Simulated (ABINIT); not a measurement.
# YbH3 (Fm-3m) in ABINIT: phonons with PBE+D3(BJ)

Aim: the phonons of YbH3 with PBE+D3(BJ).

All numbers are computed with ABINIT 10.8.3 (patched build); they aren't measurements. Logs are shortened: lines on timing, memory, paths and dates and some standing lists are left out, and cuts for length are marked. The log counts tension as positive stress, the text compression.

**1. The undisturbed crystal**

The structure is cubic, space group Fm-3m (No. 225). The conventional cell has a = 5.210 Å, b = 5.210 Å, c = 5.210 Å, α = 90.00°, β = 90.00°, γ = 90.00°. Yb (site symmetry m-3m) has 8 H at 2.26 Å as nearest neighbours. H (site symmetry m-3m) has 8 H at 2.26 Å as nearest neighbours. Around H (site symmetry -43m) lie 4 Yb at 2.26 Å and 4 H at 2.26 Å.

The cell comes from a database or a generator and needn't be the stable form of this composition.

**2. Phonons, PBE+D3(BJ), collinear spin, ferromagnetic start (cell relaxed at zero pressure by an earlier run)**

File run.abi:

```
# Datasets
ndtset 2

# Pseudopotentials
pp_dirpath "./"
pseudos "Yb.upf, H.upf"

# Structure
acell 6.6166607459 6.6166607459 6.6166607459
rprim
     0.0000000000     0.7071067812     0.7071067812
     0.7071067812     0.0000000000     0.7071067812
     0.7071067812     0.7071067812     0.0000000000
ntypat 2
znucl 70 1
natom 4
typat 1 2 2 2
chkprim 0
chksymtnons 0
tolsym 1.0e-6
xred
            0.0            0.0            0.0
            1/2            1/2            1/2
            1/4            1/4            1/4
            3/4            3/4            3/4

# Plane-wave basis
ecut 36.0
ecutsm 0.5

# k points
ngkpt 4 4 4
nshiftk 1
shiftk 0.0 0.0 0.0

# Exchange and correlation
ixc 11
vdw_xc 7

# Bands and occupations
nband 18
occopt 3
tsmear 0.05 eV

# Spin
nsppol 2
spinat
     0.0000000000     0.0000000000     1.0000000000
     0.0000000000     0.0000000000     0.0000000000
     0.0000000000     0.0000000000     0.0000000000
     0.0000000000     0.0000000000     0.0000000000

# SCF cycle
nstep 80

# Output
prteig 0
prtebands 0
prtwf 0
prtden 0
prtpot 0

# Dataset 1: ground state
kptopt1 1
tolvrs1 1.0e-15
prtwf1 1
tolwfr1 1.0e-17
nbdbuf1 3

# Dataset 2: response at q = 0 to atomic displacements
rfphon2 1
rfatpol2 1 4
rfdir2 1 1 1
getwfk2 1
kptopt2 2
nqpt2 1
qpt2 0.0 0.0 0.0
tolvrs2 1.0e-10
```

File mrgddb.in:

```
merged_DDB
YbH3
2
runo_DS1_DDB
runo_DS2_DDB
```

File anaddb.abi:

```
ddb_filepath "merged_DDB"
output_file "anaddb.abo"
outdata_prefix "ana"
asr 1
chneut 0
dipdip 0
dieflag 0
enunit 0
eivec 0
nph1l 1
qph1l 0.0 0.0 0.0 1.0
```

Potentials or basis: PseudoDojo NC SR PBE v0.4 lanthanides 3+.

The run is started by

```sh
> abinit run.abi > log 2>&1
> mrgddb < mrgddb.in > mrgddb.log 2>&1
> anaddb anaddb.abi > anaddb.log 2>&1
```

run.abo:

```text
.Version 10.8.3 of ABINIT
 DATASET    1 : space group Fm -3 m (#225); Bravais cF (face-center cubic)
================================================================================
 Values of the parameters that define the memory need for DATASET  1.
     intxc =       0    ionmov =       0      iscf =       7    lmnmax =       8
     lnmax =       8     mgfft =      36  mpssoang =       4    mqgrid =    3001
     natom =       4  nloc_mem =       1    nspden =       2   nspinor =       1
    nsppol =       2      nsym =      48    n1xccc =    2501    ntypat =       2
    occopt =       3   xclevel =       2
       mpw =        2148          nfft =       46656          nkpt =           8
================================================================================
================================================================================

 DATASET    2 : space group Fm -3 m (#225); Bravais cF (face-center cubic)
================================================================================
 Values of the parameters that define the memory need for DATASET  2 (RF).
     intxc =       0      iscf =       7    lmnmax =       8     lnmax =       8
     mgfft =      36  mpssoang =       4    mqgrid =    3001     natom =       4
  nloc_mem =       1    nspden =       2   nspinor =       1    nsppol =       2
      nsym =      48    n1xccc =    2501    ntypat =       2    occopt =       3
   xclevel =       2
      nfft =       46656          nkpt =          36
================================================================================
================================================================================

--------------------------------------------------------------------------------
------------- Echo of variables that govern the present computation ------------
--------------------------------------------------------------------------------
 -outvars: echo values of preprocessed input variables --------
            acell      6.6166607459E+00  6.6166607459E+00  6.6166607459E+00 Bohr
              amu      1.73040000E+02  1.00794000E+00
          chkprim           0
      chksymtnons           0
             ecut      3.60000000E+01 Hartree
           ecutsm      5.00000000E-01 Hartree
           getwfk1          0
           getwfk2          1
              ixc          11
           jdtset        1    2
           kptopt1          1
           kptopt2          2
         kptrlatt        4    0    0      0    4    0      0    0    4
          kptrlen      2.64666430E+01
            natom           4
            nband1         18
            nband2         18
           nbdbuf1          3
           nbdbuf2          2
           ndtset           2
            ngfft          36      36      36
             nkpt1          8
             nkpt2         36
             nqpt1          0
             nqpt2          1
           nspden           2
           nsppol           2
            nstep          80
             nsym          48
           ntypat           2
           occopt           3
        optdriver1          0
        optdriver2          1
           prtden           0
        prtebands           0
           prteig           0
            prtwf1          1
            prtwf2          0
           rfphon1          0
           rfphon2          1
            rprim      0.0000000000E+00  7.0710678120E-01  7.0710678120E-01
                       7.0710678120E-01  0.0000000000E+00  7.0710678120E-01
                       7.0710678120E-01  7.0710678120E-01  0.0000000000E+00
          spgroup         225
           spinat      0.0000000000E+00  0.0000000000E+00  1.0000000000E+00
                       0.0000000000E+00  0.0000000000E+00  0.0000000000E+00
                       0.0000000000E+00  0.0000000000E+00  0.0000000000E+00
                       0.0000000000E+00  0.0000000000E+00  0.0000000000E+00
           tolsym      1.00000000E-06
           tolvrs1     1.00000000E-15
           tolvrs2     1.00000000E-10
           tolwfr1     1.00000000E-17
           tolwfr2     0.00000000E+00
           tsmear      1.83746611E-03 Hartree
[... 182 lines left out ...]
   1.00000    1.00000    1.00000    1.00000    1.00000    1.00000    0.00281    0.00281
   0.00281    0.00000    0.00000    0.00000    0.00000    0.00000    0.00000    0.00000
   0.00000    0.00000
 prteigrs : prtvol=0 or 1, do not print more k-points.

 Eigenvalues (hartree) for nkpt=   8  k points, SPIN DOWN:
 kpt#   1, nband= 18, wtk=  0.01563, kpt=  0.0000  0.0000  0.0000 (reduced coord)
  -1.71923   -0.67408   -0.67408   -0.67408   -0.10967    0.24313    0.32346    0.32346
   0.32346    0.36530    0.43052    0.43052    0.68362    0.68362    0.68362    0.99961
   1.06144    1.06144
      occupation numbers for kpt#   1
   1.00000    1.00000    1.00000    1.00000    1.00000    1.00000    0.00281    0.00281
   0.00281    0.00000    0.00000    0.00000    0.00000    0.00000    0.00000    0.00000
   0.00000    0.00000
 prteigrs : prtvol=0 or 1, do not print more k-points.

--- !EnergyTerms
iteration_state     : {dtset: 1, }
comment             : Components of total free energy in Hartree
kinetic             :  1.36367097535662E+01
hartree             :  6.02379280263177E+00
xc                  : -1.29481167784963E+01
Ewald energy        : -3.38326538679261E+01
psp_core            :  1.94784173045640E+00
local_psp           : -2.18237334303654E+01
non_local_psp       : -1.40391289705461E+00
VdWaals_dft_d       : -2.90616003288004E-02
internal            : -4.84291342875169E+01
'-kT*entropy'       : -1.82207919793737E-04
total_energy        : -4.84293164954367E+01
total_energy_eV     : -1.31782883678619E+03
band_energy         : -6.92714859187494E+00
...

 Cartesian components of stress tensor (hartree/bohr^3)
  sigma(1 1)= -6.45799525E-05  sigma(3 2)=  0.00000000E+00
  sigma(2 2)= -6.45799525E-05  sigma(3 1)=  0.00000000E+00
  sigma(3 3)= -6.45799525E-05  sigma(2 1)=  0.00000000E+00

-Cartesian components of stress tensor (GPa)         [Pressure=  1.9000E+00 GPa]
- sigma(1 1)= -1.90000780E+00  sigma(3 2)=  0.00000000E+00
- sigma(2 2)= -1.90000780E+00  sigma(3 1)=  0.00000000E+00
- sigma(3 3)= -1.90000780E+00  sigma(2 1)=  0.00000000E+00

================================================================================
== DATASET  2 ==================================================================

--- !DatasetInfo
iteration_state: {dtset: 2, }
dimensions: {natom: 4, nkpt: 36, mband: 18, nsppol: 2, nspinor: 1, nspden: 2, mpw: 2148, }
cutoff_energies: {ecut:  36.0, pawecutdg:  -1.0, }
electrons: {nelect:   1.40000000E+01, charge:   0.00000000E+00, occopt:   3.00000000E+00, tsmear:   1.83746611E-03, }
meta: {optdriver: 1, rfphon: 1, }
...

 mkfilename : getwfk/=0, take file _WFK from output of DATASET   1.

 Exchange-correlation functional for the present dataset will be:
  GGA: Perdew-Burke-Ernzerhof functional - ixc=11
  J.P.Perdew, K.Burke, M.Ernzerhof, PRL 77, 3865 (1996)

 Real(R)+Recip(G) space primitive vectors, cartesian coordinates (Bohr,Bohr^-1):
 R(1)=  0.0000000  4.6786857  4.6786857  G(1)= -0.1068676  0.1068676  0.1068676
 R(2)=  4.6786857  0.0000000  4.6786857  G(2)=  0.1068676 -0.1068676  0.1068676
 R(3)=  4.6786857  4.6786857  0.0000000  G(3)=  0.1068676  0.1068676 -0.1068676
 Unit cell volume ucvol=  2.0483379E+02 bohr^3
 Angles (23,13,12)=  6.00000000E+01  6.00000000E+01  6.00000000E+01 degrees
 setup1 : take into account q-point for computing boxcut.

 getcut: wavevector=  0.0000  0.0000  0.0000  ngfft=  36  36  36
         ecut(hartree)=     36.000   => boxcut(ratio)=   2.01441
--------------------------------------------------------------------------------

 ==>  initialize data related to q vector <==

 The list of irreducible perturbations for this q vector is:
    1)    idir= 1    ipert=   1
    2)    idir= 1    ipert=   2
    3)    idir= 1    ipert=   3

================================================================================
[... 214 lines left out ...]
 2DEtotal=    0.1346340922E+01 Ha. Also 2DEtotal=    0.366358028489E+02 eV
    (2DErelax=   -5.1178990301E+01 Ha. 2DEnonrelax=    5.2525331223E+01 Ha)
    (  non-var. 2DEtotal :    1.3463409325E+00 Ha)

================================================================================

 ---- first-order wavefunction calculations are completed ----

 ==> Compute Derivative Database <==

  Dynamical matrix, in cartesian coordinates,
   if specified in the inputs, asr has been imposed
     j1       j2             matrix element
  dir pert dir pert     real part    imaginary part

   1    1   1    1        -0.0905014480        -0.0000000000
   1    1   1    2         0.0633410052         0.0000000000
   1    1   1    3         0.0135802214        -0.0000000000
   1    1   1    4         0.0135802214         0.0000000000
[... 51 lines left out ...]
   3    4   3    1         0.0135804767        -0.0000000000
   3    4   3    2        -0.0294643031         0.0000000000
   3    4   3    3        -0.0148687067         0.0000000000
   3    4   3    4         0.0307525332         0.0000000000

  Phonon wavevector (reduced coordinates) :  0.00000  0.00000  0.00000
 Phonon energies in Hartree :
  -4.532558E-03 -4.532558E-03 -4.532558E-03  0.000000E+00  0.000000E+00
   0.000000E+00  4.982946E-03  4.982946E-03  4.982946E-03  5.147871E-03
   5.147871E-03  5.147871E-03
 Phonon frequencies in cm-1    :
  -9.947816E+02 -9.947816E+02 -9.947816E+02  0.000000E+00  0.000000E+00
   0.000000E+00  1.093630E+03  1.093630E+03  1.093630E+03  1.129827E+03
   1.129827E+03  1.129827E+03

== END DATASET(S) ==============================================================
================================================================================

 -outvars: echo values of variables after computation  --------
            acell      6.6166607459E+00  6.6166607459E+00  6.6166607459E+00 Bohr
           etotal1    -4.8429316495E+01
           etotal2     1.3463409221E+00
            fcart1    -0.0000000000E+00 -0.0000000000E+00 -0.0000000000E+00
                      -0.0000000000E+00 -0.0000000000E+00 -0.0000000000E+00
                      -0.0000000000E+00 -0.0000000000E+00 -0.0000000000E+00
                      -0.0000000000E+00 -0.0000000000E+00 -0.0000000000E+00
            fcart2     0.0000000000E+00  0.0000000000E+00  0.0000000000E+00
                       0.0000000000E+00  0.0000000000E+00  0.0000000000E+00
                       0.0000000000E+00  0.0000000000E+00  0.0000000000E+00
                       0.0000000000E+00  0.0000000000E+00  0.0000000000E+00
            rprim      0.0000000000E+00  7.0710678120E-01  7.0710678120E-01
                       7.0710678120E-01  0.0000000000E+00  7.0710678120E-01
                       7.0710678120E-01  7.0710678120E-01  0.0000000000E+00
           strten1    -6.4579952516E-05 -6.4579952516E-05 -6.4579952516E-05
                       0.0000000000E+00  0.0000000000E+00  0.0000000000E+00
           strten2     0.0000000000E+00  0.0000000000E+00  0.0000000000E+00
                       0.0000000000E+00  0.0000000000E+00  0.0000000000E+00
           xangst      0.0000000000E+00  0.0000000000E+00  0.0000000000E+00
                       2.4758538384E+00  2.4758538384E+00  2.4758538384E+00
                       1.2379269192E+00  1.2379269192E+00  1.2379269192E+00
                       3.7137807576E+00  3.7137807576E+00  3.7137807576E+00
             xred      0.0000000000E+00  0.0000000000E+00  0.0000000000E+00
                       5.0000000000E-01  5.0000000000E-01  5.0000000000E-01
                       2.5000000000E-01  2.5000000000E-01  2.5000000000E-01
                       7.5000000000E-01  7.5000000000E-01  7.5000000000E-01
 Calculation completed.
```

Wall time 2.6 min (1 thread of Arm Neoverse V2, shared host); peak memory 0.17 GiB.

These settings aren't checked as converged: the numbers below hold their error.

What came out:

```yaml
Free_energy: -1317.8288 eV
Pressure: 1.9 GPa
Band_gap_on_the_k_mesh: none (metal or under the smearing width)
Net_moment: 0.00 μB per cell
Highest_phonon_frequency_at_Γ: 1130 cm⁻¹
Most_unstable_mode: 995i cm⁻¹
```

Caveat: the k mesh is coarse (spacing up to 0.55 Å⁻¹), so the values aren't converged; the mesh is coarse for a metal's response; some modes are imaginary; small starting moments can end in a higher magnetic state in this program; spin-orbit coupling is left out, which moves the levels of the heavy elements; the 4f electrons are frozen in the core as for a trivalent ion, so they carry no moment and show no levels, and Eu and Yb are often divalent; pairwise dispersion overbinds metals, which lowers pressure and volume.
